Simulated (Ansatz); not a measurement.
# Cl6Ge3Se3 (cyclo-(Cl2GeSe)3): the cost of one run

The runs use Ansatz 0.2.0, Gaussian basis; the settings change from run to run.

### 1 The geometry

The structure was relaxed beforehand with PBE-D4/def2-SVP.

12 atoms, charge 0, spin multiplicity 1.

Atoms are counted from 1 here; the program's logs count them from 0.

Bond lengths: Ge1–Cl2 2.166 Å, Ge1–Cl3 2.164 Å, Ge1–Se4 2.373 Å, Ge1–Se12 2.373 Å, Se4–Ge5 2.373 Å, Ge5–Cl6 2.166 Å, Ge5–Cl7 2.164 Å, Ge5–Se8 2.373 Å, Se8–Ge9 2.373 Å, Ge9–Cl10 2.166 Å, Ge9–Cl11 2.164 Å, Ge9–Se12 2.373 Å. Angles: Cl2–Ge1–Cl3 108.9°, Cl2–Ge1–Se4 103.6°, Cl2–Ge1–Se12 103.6°, Cl3–Ge1–Se4 111.5°, Cl3–Ge1–Se12 111.5°, Se4–Ge1–Se12 117.0°, Ge1–Se4–Ge5 98.7°, Se4–Ge5–Cl6 103.6°, Se4–Ge5–Cl7 111.5°, Se4–Ge5–Se8 116.9°, Cl6–Ge5–Cl7 108.9°, Cl6–Ge5–Se8 103.6°, Cl7–Ge5–Se8 111.5°, Ge5–Se8–Ge9 98.7°, Se8–Ge9–Cl10 103.6°, Se8–Ge9–Cl11 111.5°, Se8–Ge9–Se12 116.9°, Cl10–Ge9–Cl11 108.9° and more.

### 2 wPBEh/6-31G

This run has charge +1, multiplicity 2, density fitting with cc-pVTZ-jkfit.

File in.yaml:

```yaml
crystal:
  periodic: [false, false, false]
  atoms:
    - {symbol: Ge, position_ang: [0.091830, 2.080825, -0.063172]}
    - {symbol: Cl, position_ang: [0.760173, 4.119610, -0.361630]}
    - {symbol: Cl, position_ang: [-1.911489, 2.113516, 0.755788]}
    - {symbol: Se, position_ang: [1.652593, 1.205460, 1.495043]}
    - {symbol: Ge, position_ang: [0.830234, -1.016898, 1.617718]}
    - {symbol: Cl, position_ang: [2.216657, -1.999306, 2.961206]}
    - {symbol: Cl, position_ang: [-1.151247, -1.081587, 2.486304]}
    - {symbol: Se, position_ang: [0.954030, -2.319401, -0.361780]}
    - {symbol: Ge, position_ang: [-0.532644, -1.057849, -1.713984]}
    - {symbol: Cl, position_ang: [-0.477309, -2.080306, -3.622840]}
    - {symbol: Cl, position_ang: [-2.554117, -1.123352, -0.943110]}
    - {symbol: Se, position_ang: [0.121289, 1.159299, -2.249544]}
basis:
  gaussian: {orbitals: 6-31G, fitting: {mean_field: cc-pVTZ-jkfit}}
total_charge: 1
magnetization: {spin_polarized: true, initial_magnetization: 1}
hamiltonian: {xc: {name: wPBEh}}
scf: {omitted_lower_state_checks: [starts]}
```

Command:

```
ansatz run in.yaml --threads 2 --pin off --events-out ev --progress --plain --max-ram 32768MiB --backend cpu
```

**Question.** How long does this run take on 2 threads of AMD EPYC 7R13, shared host, and how much memory does it need?

About 3.4 min, with a peak of 5.6 GiB.
